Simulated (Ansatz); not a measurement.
# BiP (zincblende): the equilibrium volume

At what volume is BiP (zincblende) free of pressure? The start comes from a prototype table, not from a measured structure.

Program: Ansatz 0.2.0. Level of theory: DFT PBEsol, scalar-relativistic, plane waves, PAW. These are calculated values, not measurements.

**1. The starting structure**

It takes space group F-43m (No. 216, cubic). The conventional cell has a = 6.491 Å, b = 6.491 Å, c = 6.491 Å, α = 90.00°, β = 90.00°, γ = 90.00°. Around Bi (site symmetry -43m) lie 4 P at 2.81 Å. P (site symmetry -43m) has 4 Bi at 2.81 Å as nearest neighbours.

Structure file:

```cif
data_structure
_symmetry_space_group_name_H-M 'P 1'
_symmetry_Int_Tables_number 1
_cell_length_a 4.5897
_cell_length_b 4.5897
_cell_length_c 4.5897
_cell_angle_alpha 60.000
_cell_angle_beta 60.000
_cell_angle_gamma 60.000
_cell_volume 68.37
loop_
_atom_site_label
_atom_site_type_symbol
_atom_site_fract_x
_atom_site_fract_y
_atom_site_fract_z
_atom_site_occupancy
Bi1 Bi 0.00000 0.00000 0.00000 1
P1 P 0.25000 0.25000 0.25000 1
```

**2. The first run**

The input, input.yaml:

```yaml
crystal:
  lattice:
    - [0.0, 3.2454013332, 3.2454013332]
    - [3.2454013332, 0.0, 3.2454013332]
    - [3.2454013332, 3.2454013332, 0.0]
  atoms:
    - { symbol: Bi, position: [0.0, 0.0, 0.0] }
    - { symbol: P, position: [0.25, 0.25, 0.25] }
basis:
  ecutwfc: 420
  ecutrho_ratio: 4
kpoints:
  mp_grid: { grid: [10, 10, 10] }
hamiltonian:
  xc: pbesol
scf:
  occupations: { method: gaussian, width: 0.05 }
output:
  forces: true
  stress: true
  eigenvalues: true
```

Launch:

```
$ ansatz run input.yaml --threads 4 --pin off --max-ram 9216MiB --backend cpu --events-out ev --progress --plain --runs-dir out
```

What it wrote (excerpt; [...] marks lines left out):

```text
Warning: RAYON_NUM_THREADS=4 ignored (pool sized by the plan → 4); use --threads N
[...]
Pseudopotentials: kind: paw
Pseudopotential: Bi, paw, valence charge 15, recommended cutoff 420 eV (normal), Bi.paw.azcp
Pseudopotential: P, paw, valence charge 5, recommended cutoff 420 eV (normal), P.paw.azcp
Functional definition: PBEsol
[...]
Crystal: 2 atoms, lattice volume = 68.365 Å³
Basis set: ecut = 420 eV, 1363 PW (Γ), exchange–correlation on 64×64×64 points (8 copies of the dense FFT grid, shifted against one another)
Bands: 14, of which v1, the nominal top of the filled ones, is band 10 counted from 1 (9 counted from 0)
Symmetry: 24 space group operations
Space group: F-43m (ITA 216), of the structure as read, at distance tolerance 4.1e-5 Å
k-points: 47 of 1000 (time reversal used)
[...]
SCF iter   1: F=—  HF=-12981.209410 eV  |F-HF|=—  |Δ(HF+E_count)|=         —  Δρ=2.13e-3  dr2=5.72e-3  ethr=1.77e-3  ⟨swp⟩=6.6  Hψ=4119  notcnv=0
[...]
SCF iter   6: F=-12981.207270 eV  HF=-12981.207270 eV  |F-HF|=1.27e-11  |Δ(HF+E_count)|=   3.35e-8  Δρ=1.73e-6  dr2=4.48e-9  ethr=5.00e-10  ⟨swp⟩=6.7  Hψ=3375  notcnv=0
[...]
SCF converged after 6 iterations
Free energy (F): -12981.207270 eV
[...]
E sigma→0 (E₀):  -12981.206515 eV
Entropy (-TS):   -0.001510 eV (-0.755 meV/atom)
Fermi energy:    6.144833 eV
[...]
--- Forces (eV/Å), atoms counted from 1 ---
  atom   1  Bi    -0.00000000     0.00000000    -0.00000000
  atom   2  P      0.00000000    -0.00000000    -0.00000000
[...]
--- Stress (GPa, compression-positive) ---
       -1.689109       0.000000      -0.000000
        0.000000      -1.689109       0.000000
       -0.000000       0.000000      -1.689109
  P = ⅓ Tr σ = -1.6891 GPa (-16.891 kbar)
--- Band table (eV; the first three rows and the last of 47) ---
  k-point 0: bands = ["-16.8385", "-16.8385", "-16.8385", "-16.8149", "-16.8149", "-6.8000", "-0.0170", "4.4207", "4.4207", "4.4207", "7.0308", "7.0308", "7.0308", "10.2360"]
[...]
```

Run time: 1.6 s. Hardware: 4 threads of Arm Neoverse V1, shared host; peak memory 0.39 GiB.

In short: volume 34.183 Å³/atom, pressure -1.69 GPa, no gap.

**3. Volume 33.798 Å³/atom**

Changes to input.yaml since step 2:

```diff
@@ -2,5 +2,5 @@
   lattice:
-    - [0.0, 3.2454013332, 3.2454013332]
-    - [3.2454013332, 0.0, 3.2454013332]
-    - [3.2454013332, 3.2454013332, 0.0]
+    - [0.0, 3.2331734584, 3.2331734584]
+    - [3.2331734584, 0.0, 3.2331734584]
+    - [3.2331734584, 3.2331734584, 0.0]
   atoms:
```

Launch:

```
$ ansatz run input.yaml --threads 4 --pin off --max-ram 9216MiB --backend cpu --events-out ev --progress --plain --runs-dir out
```

What it wrote (excerpt; [...] marks lines left out):

```text
Warning: RAYON_NUM_THREADS=4 ignored (pool sized by the plan → 4); use --threads N
[...]
Pseudopotentials: kind: paw
Pseudopotential: Bi, paw, valence charge 15, recommended cutoff 420 eV (normal), Bi.paw.azcp
Pseudopotential: P, paw, valence charge 5, recommended cutoff 420 eV (normal), P.paw.azcp
Functional definition: PBEsol
[...]
Crystal: 2 atoms, lattice volume = 67.595 Å³
Basis set: ecut = 420 eV, 1363 PW (Γ), exchange–correlation on 64×64×64 points (8 copies of the dense FFT grid, shifted against one another)
Bands: 14, of which v1, the nominal top of the filled ones, is band 10 counted from 1 (9 counted from 0)
Symmetry: 24 space group operations
Space group: F-43m (ITA 216), of the structure as read, at distance tolerance 4.1e-5 Å
k-points: 47 of 1000 (time reversal used)
[...]
SCF iter   1: F=—  HF=-12981.216404 eV  |F-HF|=—  |Δ(HF+E_count)|=         —  Δρ=2.06e-3  dr2=5.07e-3  ethr=1.77e-3  ⟨swp⟩=7.0  Hψ=4112  notcnv=0
[...]
SCF iter   7: F=-12981.214307 eV  HF=-12981.214307 eV  |F-HF|=5.37e-10  |Δ(HF+E_count)|=   2.09e-8  Δρ=1.78e-6  dr2=4.52e-9  ethr=5.00e-10  ⟨swp⟩=6.4  Hψ=3134  notcnv=0
[...]
SCF converged after 7 iterations
Free energy (F): -12981.214307 eV
[...]
E sigma→0 (E₀):  -12981.213588 eV
Entropy (-TS):   -0.001437 eV (-0.719 meV/atom)
Fermi energy:    6.274303 eV
[...]
--- Forces (eV/Å), atoms counted from 1 ---
  atom   1  Bi    -0.00000000     0.00000000     0.00000000
  atom   2  P      0.00000000    -0.00000000    -0.00000000
[...]
--- Stress (GPa, compression-positive) ---
       -1.235244      -0.000000       0.000000
       -0.000000      -1.235244       0.000000
       -0.000000       0.000000      -1.235244
  P = ⅓ Tr σ = -1.2352 GPa (-12.352 kbar)
--- Band table (eV; the first three rows and the last of 47) ---
  k-point 0: bands = ["-16.7162", "-16.7162", "-16.7162", "-16.6911", "-16.6911", "-6.7401", "0.1636", "4.5294", "4.5294", "4.5294", "7.1565", "7.1565", "7.1565", "10.3710"]
[...]
```

Wall time 1.5 s (4 threads of Arm Neoverse V1, shared host); peak memory 0.39 GiB.

In short: volume 33.798 Å³/atom, pressure -1.24 GPa, a metal on this mesh.

**4. Volume 32.858 Å³/atom**

Changes to input.yaml since step 3:

```diff
@@ -2,5 +2,5 @@
   lattice:
-    - [0.0, 3.2331734584, 3.2331734584]
-    - [3.2331734584, 0.0, 3.2331734584]
-    - [3.2331734584, 3.2331734584, 0.0]
+    - [0.0, 3.2029413269, 3.2029413269]
+    - [3.2029413269, 0.0, 3.2029413269]
+    - [3.2029413269, 3.2029413269, 0.0]
   atoms:
```

Launch:

```
$ ansatz run input.yaml --threads 4 --pin off --max-ram 9216MiB --backend cpu --events-out ev --progress --plain --runs-dir out
```

What it wrote (excerpt; [...] marks lines left out):

```text
Warning: RAYON_NUM_THREADS=4 ignored (pool sized by the plan → 4); use --threads N
[...]
Pseudopotentials: kind: paw
Pseudopotential: Bi, paw, valence charge 15, recommended cutoff 420 eV (normal), Bi.paw.azcp
Pseudopotential: P, paw, valence charge 5, recommended cutoff 420 eV (normal), P.paw.azcp
Functional definition: PBEsol
[...]
Crystal: 2 atoms, lattice volume = 65.717 Å³
Basis set: ecut = 420 eV, 1243 PW (Γ), exchange–correlation on 64×64×64 points (8 copies of the dense FFT grid, shifted against one another)
Bands: 14, of which v1, the nominal top of the filled ones, is band 10 counted from 1 (9 counted from 0)
Symmetry: 24 space group operations
Space group: F-43m (ITA 216), of the structure as read, at distance tolerance 4.0e-5 Å
k-points: 47 of 1000 (time reversal used)
[...]
SCF iter   1: F=—  HF=-12981.223481 eV  |F-HF|=—  |Δ(HF+E_count)|=         —  Δρ=2.00e-3  dr2=4.46e-3  ethr=1.77e-3  ⟨swp⟩=6.6  Hψ=4164  notcnv=0
[...]
SCF iter   7: F=-12981.221717 eV  HF=-12981.221717 eV  |F-HF|=1.22e-8  |Δ(HF+E_count)|=   2.45e-7  Δρ=2.96e-6  dr2=5.62e-9  ethr=5.00e-10  ⟨swp⟩=7.3  Hψ=3216  notcnv=0
[...]
SCF converged after 7 iterations
Free energy (F): -12981.221717 eV
[...]
E sigma→0 (E₀):  -12981.221084 eV
Entropy (-TS):   -0.001267 eV (-0.633 meV/atom)
Fermi energy:    6.596526 eV
[...]
--- Forces (eV/Å), atoms counted from 1 ---
  atom   1  Bi    -0.00000000     0.00000000    -0.00000000
  atom   2  P      0.00000000    -0.00000000     0.00000000
[...]
--- Stress (GPa, compression-positive) ---
        0.002906      -0.000000      -0.000000
        0.000000       0.002906       0.000000
        0.000000       0.000000       0.002906
  P = ⅓ Tr σ = 0.0029 GPa (0.029 kbar)
--- Band table (eV; the first three rows and the last of 47) ---
  k-point 0: bands = ["-16.4077", "-16.4077", "-16.4077", "-16.3786", "-16.3786", "-6.5889", "0.6238", "4.8070", "4.8070", "4.8070", "7.4748", "7.4748", "7.4748", "10.7146"]
[...]
```

Wall time 1.5 s (4 threads of Arm Neoverse V1, shared host); peak memory 0.38 GiB.

Result: volume 32.858 Å³/atom, pressure 0.00 GPa, a metal on this mesh.

**5. Pressure against volume so far**

```csv
step,level,mesh,relaxed,volume (Å³/atom),pressure (GPa)
2,PBEsol,10×10×10,nothing,34.183,-1.69
3,PBEsol,10×10×10,nothing,33.798,-1.24
4,PBEsol,10×10×10,nothing,32.858,0.00
```

The cell before and after:

| cell as typed | before | after | change |
| --- | --- | --- | --- |
| a (Å) | 4.590 | 4.530 | -1.3 % |
| b (Å) | 4.590 | 4.530 | -1.3 % |
| c (Å) | 4.590 | 4.530 | -1.3 % |
| volume (Å³/atom) | 34.183 | 32.858 | -3.9 % |
| shortest distance (Å) | 2.811 | 2.774 | -1.3 % |
| space group | F-43m | F-43m | same |

**6. Summary of results**

| quantity | value |
| --- | --- |
| volume | 32.858 Å³/atom |
| pressure | 0.00 GPa |
| conventional cell | a = 6.406 Å, b = 6.406 Å, c = 6.406 Å, α = 90.00°, β = 90.00°, γ = 90.00° |
| gap on the mesh | none (metal) |

In words: Over the 3 runs shown the cell moved from 34.18 to 32.86 Å³/atom, a change of -3.9 %, where the pressure is zero within 0.01 GPa. Spin–orbit coupling is left out, though the cell holds Bi; in elements this heavy it can shift levels and gaps by tenths of an eV.
